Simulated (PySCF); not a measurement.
# Ge(OH)3: doublet, from a trigonal pyramidal start

Aim: relax Ge(OH)3 as a doublet from a trigonal pyramidal start, check by its vibrations whether the end is a minimum, and collect its spectrum and constants.

Computed with PySCF 2.14.0. Level: PBE0, basis Ge def2-TZVP, O def2-TZVP, H def2-TZVP, no relativity, density fitting.

### Step 1. Where the work starts

7 atoms, charge 0, spin multiplicity 2.

Bond lengths: Ge1–O2 1.840 Å, Ge1–O3 1.840 Å, Ge1–O4 1.840 Å, O2–H5 0.960 Å, O3–H6 0.960 Å, O4–H7 0.960 Å. Angles: O2–Ge1–O3 99.8°, O2–Ge1–O4 99.8°, O3–Ge1–O4 99.8°, Ge1–O2–H5 130.0°, Ge1–O3–H6 130.0°, Ge1–O4–H7 130.0°.

Coordinates in bohr (charge 0 multiplicity 2):
```
Ge    0.0000    0.0000    0.0000
O     3.0700    0.0000    1.6323
O    -1.5350    2.6588    1.6323
O    -1.5350   -2.6588    1.6323
H     4.0998   -1.3897    2.1798
H    -0.8464    4.2453    2.1798
H    -3.2534   -2.8556    2.1798
```

### Step 2. First SCF at the start

One driver script runs all steps and calls PySCF; scf.py shows how it sets up the SCF of each step. The optimiser is the driver's own. After this first run the driver tries any further starts and a stability analysis.

scf.py reads:

```python
from pyscf import gto, scf, dft
mol = gto.M(atom='''
Ge     0.000000     0.000000     0.000000
O      1.624600     0.000000     0.863800
O     -0.812300     1.407000     0.863800
O     -0.812300    -1.407000     0.863800
H      2.169500    -0.735400     1.153500
H     -0.447900     2.246500     1.153500
H     -1.721600    -1.511100     1.153500''',
    basis={'Ge': 'def2-TZVP', 'O': 'def2-TZVP', 'H': 'def2-TZVP'},
    charge=0, spin=1)
mf = dft.UKS(mol, xc='PBE0')
mf.grids.atom_grid = (50, 194)
aux = {'Ge': 'def2-universal-JKFIT', 'O': 'def2-universal-JKFIT', 'H': 'def2-universal-JKFIT'}
mf = mf.density_fit(auxbasis=aux)
mf.conv_tol = 1e-08
mf.diis_space = 10
mf.max_cycle = 60
mf.init_guess = 'minao'
mf.verbose = 4
mf.kernel()
```

Launch:

```sh
$ OMP_NUM_THREADS=4 python axn.py task.json out
```

The program printed:

```text
init E= -2303.56525788293
[... the frontier-level lines of each cycle are left out ...]
cycle= 1 E= -2303.76550433323  delta_E= -0.2  |g|= 1.01  |ddm|= 1.55
cycle= 2 E= -2302.84659171959  delta_E= 0.919  |g|= 1.85  |ddm|= 1.64
cycle= 3 E= -2304.0964494738  delta_E= -1.25  |g|= 0.112  |ddm|= 1.19
cycle= 4 E= -2304.10192782583  delta_E= -0.00548  |g|= 0.0526  |ddm|= 0.139
cycle= 5 E= -2304.10280742292  delta_E= -0.00088  |g|= 0.00996  |ddm|= 0.0296
cycle= 6 E= -2304.10285035049  delta_E= -4.29e-05  |g|= 0.00359  |ddm|= 0.0095
cycle= 7 E= -2304.10285933469  delta_E= -8.98e-06  |g|= 0.00125  |ddm|= 0.00488
cycle= 8 E= -2304.10286051908  delta_E= -1.18e-06  |g|= 0.000303  |ddm|= 0.0015
cycle= 9 E= -2304.1028606833  delta_E= -1.64e-07  |g|= 0.000189  |ddm|= 0.000799
cycle= 10 E= -2304.10286069942  delta_E= -1.61e-08  |g|= 0.000149  |ddm|= 0.000246
cycle= 11 E= -2304.10286070948  delta_E= -1.01e-08  |g|= 3e-05  |ddm|= 0.000131
cycle= 12 E= -2304.10286071014  delta_E= -6.59e-10  |g|= 3.57e-06  |ddm|= 5.16e-05
Extra cycle  E= -2304.10286071013  delta_E= 5.46e-12  |g|= 3.76e-06  |ddm|= 5.68e-06
converged SCF energy = -2304.10286071013  <S^2> = 0.75567812  2S+1 = 2.0056701
```

This step, with its further starts and checks, needed 20 s of wall time on 4 threads of Arm Neoverse V1, shared host.

The test of internal stability found no lower solution of this spin.

### Step 3. Relaxing the doublet from the trigonal pyramidal start

The program finds C3 symmetry in the start, which this walk keeps. Threshold on the gradient: 0.0003 Eh/bohr, with a further test on the energy change.

Edit scf.py of step 2 so:

```diff
@@ -3,7 +3,7 @@
-Ge     0.000000     0.000000     0.000000
-O      1.624600     0.000000     0.863800
-O     -0.812300     1.407000     0.863800
-O     -0.812300    -1.407000     0.863800
-H      2.169500    -0.735400     1.153500
-H     -0.447900     2.246500     1.153500
-H     -1.721600    -1.511100     1.153500''',
+Ge    -0.000000    -0.000000    -0.359698
+O      1.624632    -0.000000     0.504102
+O     -0.812316     1.406972     0.504102
+O     -0.812316    -1.406972     0.504102
+H      2.169476    -0.735386     0.793802
+H     -0.447875     2.246514     0.793802
+H     -1.721600    -1.511128     0.793802''',
@@ -19 +18,0 @@
-mf.init_guess = 'minao'
```

Steps of the walk:

```
step   energy (Eh)  change (kJ/mol)  largest symmetric gradient (Eh/bohr)
   0  -2304.102861             0.00                               0.06738
   1  -2304.120564           -46.48                               0.01655
   2  -2304.125147           -58.51                               0.00972
   3  -2304.126255           -61.42                               0.00640
   4  -2304.126651           -62.46                               0.00138
   5  -2304.126662           -62.49                               0.00027
   6  -2304.126666           -62.50                               0.00068
   7  -2304.126675           -62.52                               0.00185
   8  -2304.126686           -62.55                               0.00100
   9  -2304.126711           -62.62                               0.00208
  10  -2304.126729           -62.67                               0.00074
  11  -2304.126742           -62.70                               0.00136
  12  -2304.126756           -62.74                               0.00196
  13  -2304.126776           -62.79                               0.00101
  14  -2304.126788           -62.82                               0.00122
  15  -2304.126797           -62.84                               0.00140
  16  -2304.126804           -62.86                               0.00033
  17  -2304.126805           -62.86                               0.00050
  18  -2304.126805           -62.87                               0.00003
```

The walk took 92 s.

It settles in C3 symmetry, 62.9 kJ/mol below the start, after 18 steps: Ge–O 1.778 Å (×3), O–H 0.962 Å (×3); Ge–O–H 112.6° (×3), O–Ge–O 106.7° (×3).

### Step 4. Vibrations and properties at this point

On the finer grid the gradient is checked again; gradients at displacements of ±0.02 bohr then give force constants and infrared intensities.

Edit scf.py of step 3 so:

```diff
@@ -3,7 +3,7 @@
-Ge    -0.000000    -0.000000    -0.359698
-O      1.624632    -0.000000     0.504102
-O     -0.812316     1.406972     0.504102
-O     -0.812316    -1.406972     0.504102
-H      2.169476    -0.735386     0.793802
-H     -0.447875     2.246514     0.793802
-H     -1.721600    -1.511128     0.793802''',
+Ge    -0.000000     0.000000    -0.270591
+O      1.645884     0.060299     0.399093
+O     -0.875162     1.395227     0.399093
+O     -0.770721    -1.455526     0.399093
+H      2.123240    -0.766305     0.281802
+H     -0.397981     2.221933     0.281802
+H     -1.725260    -1.455628     0.281802''',
@@ -13 +13 @@
-mf.grids.atom_grid = (50, 194)
+mf.grids.atom_grid = (75, 302)
@@ -16 +16 @@
-mf.conv_tol = 1e-08
+mf.conv_tol = 1e-10
```

The driver hands on the density of the step before, so the log starts near convergence.

Log of the central SCF (cycles and frontier levels):

```text
init E= -2304.12674945047
[... the frontier-level lines of each cycle are left out ...]
cycle= 1 E= -2304.12674945042  delta_E= 4.82e-11  |g|= 1.25e-05  |ddm|= 9.89e-06
cycle= 2 E= -2304.1267494503  delta_E= 1.19e-10  |g|= 2.26e-05  |ddm|= 1.79e-05
cycle= 3 E= -2304.12674945048  delta_E= -1.86e-10  |g|= 1.34e-06  |ddm|= 1.18e-05
cycle= 4 E= -2304.12674945048  delta_E= 8.19e-12  |g|= 4.64e-08  |ddm|= 5.68e-07
Extra cycle  E= -2304.12674945047  delta_E= 9.09e-13  |g|= 5.32e-08  |ddm|= 7.53e-08
converged SCF energy = -2304.12674945047  <S^2> = 0.75338704  2S+1 = 2.0033842
```

The whole step took 2 min.

Geometry: C3; Ge–O 1.778 Å (×3), O–H 0.962 Å (×3); Ge–O–H 112.6° (×3), O–Ge–O 106.7° (×3).

Modes, for the most abundant isotopes:

```json
{"symmetry": "e", "ω (cm⁻¹)": "88", "IR (km/mol)": "77.6", "μ (u)": "1.37"}
{"symmetry": "a", "ω (cm⁻¹)": "144", "IR (km/mol)": "236", "μ (u)": "1.06"}
{"symmetry": "e", "ω (cm⁻¹)": "250", "IR (km/mol)": "21.0", "μ (u)": "2.86"}
{"symmetry": "a", "ω (cm⁻¹)": "267", "IR (km/mol)": "23.2", "μ (u)": "14.28"}
{"symmetry": "a", "ω (cm⁻¹)": "676", "IR (km/mol)": "26.7", "μ (u)": "11.61"}
{"symmetry": "e", "ω (cm⁻¹)": "698", "IR (km/mol)": "268", "μ (u)": "13.36"}
{"symmetry": "a", "ω (cm⁻¹)": "874", "IR (km/mol)": "50.7", "μ (u)": "1.08"}
{"symmetry": "e", "ω (cm⁻¹)": "888", "IR (km/mol)": "216", "μ (u)": "1.13"}
{"symmetry": "e", "ω (cm⁻¹)": "3877", "IR (km/mol)": "255", "μ (u)": "1.07"}
{"symmetry": "a", "ω (cm⁻¹)": "3879", "IR (km/mol)": "1.2", "μ (u)": "1.07"}
```

No imaginary mode, so this is a minimum.

Constants and moments:

```yaml
Dipole_moment: 1.64 D
Highest_occupied_level: -6.48 eV
Lowest_empty_level: -3.06 eV
Rotational_constants: 0.1958, 0.1958, 0.1158 cm⁻¹
Zero-point_energy: 104.3 kJ/mol
Principal_polarisabilities: 33.2, 44.7, 44.7 bohr³
Atomisation_energy_without_zero-point_energy: 2396 kJ/mol
Principal_traceless_quadrupole_moments_about_the_centre_of_mass: -4.58, 2.29, 2.29 D Å
Entropy_at_298.15_K_and_1_bar_electronic_part_spin_only: 341.6 J/(mol K)
Heat_capacity_Cp_at_298.15_K: 96.8 J/(mol K)
Enthalpy_at_298.15_K_above_0_K: 20.75 kJ/mol
Rotational_symmetry_number: 3
Spin_squared_⟨S²⟩: 0.753
```

Populations by atom (charges in e):

```json
{"atom": "Ge1", "Mulliken": "0.64", "Löwdin": "0.22", "polar tensor": "1.43", "spin (Mulliken)": "0.68", "Mayer order to Ge1": "–"}
{"atom": "O2,3,4", "Mulliken": "-0.53", "Löwdin": "-0.23", "polar tensor": "-0.75", "spin (Mulliken)": "0.10", "Mayer order to Ge1": "1.06"}
{"atom": "H5,6,7", "Mulliken": "0.32", "Löwdin": "0.16", "polar tensor": "0.27", "spin (Mulliken)": "0.00", "Mayer order to Ge1": "0.03"}
```

Mulliken populations on Ge1: s 7.36, p 13.51, d 10.39, f 0.11.

### Step 5. What came out

| quantity | value |
| --- | --- |
| minimum | doublet, C3 |
| geometry | Ge–O 1.778 Å (×3), O–H 0.962 Å (×3); Ge–O–H 112.6° (×3), O–Ge–O 106.7° (×3) |
| wavenumbers (cm⁻¹) | 88 (e), 144 (a), 250 (e), 267 (a), 676 (a), 698 (e), 874 (a), 888 (e), 3877 (e), 3879 (a) |
| dipole moment | 1.64 D |
| highest occupied, lowest empty level (either spin) | -6.48, -3.06 eV |
| polar-tensor charge of Ge1 | +1.43 e |
| zero-point energy | 104.3 kJ/mol |
| entropy at 298.15 K | 341.6 J/(mol K) |
| atomisation energy (no zero-point energy) | 2396 kJ/mol |
| ⟨S²⟩ | 0.753 |

In words: The trigonal pyramidal start keeps its C3 symmetry and ends in a minimum. In the infrared the band at 698 cm⁻¹ (e) leads. Most of the spin sits on Ge1 (Mulliken spin 0.68, against 1 for the whole molecule). Only this shape and spin were tried, so other structures or states may lie lower.

The search up to here took 3.9 min.
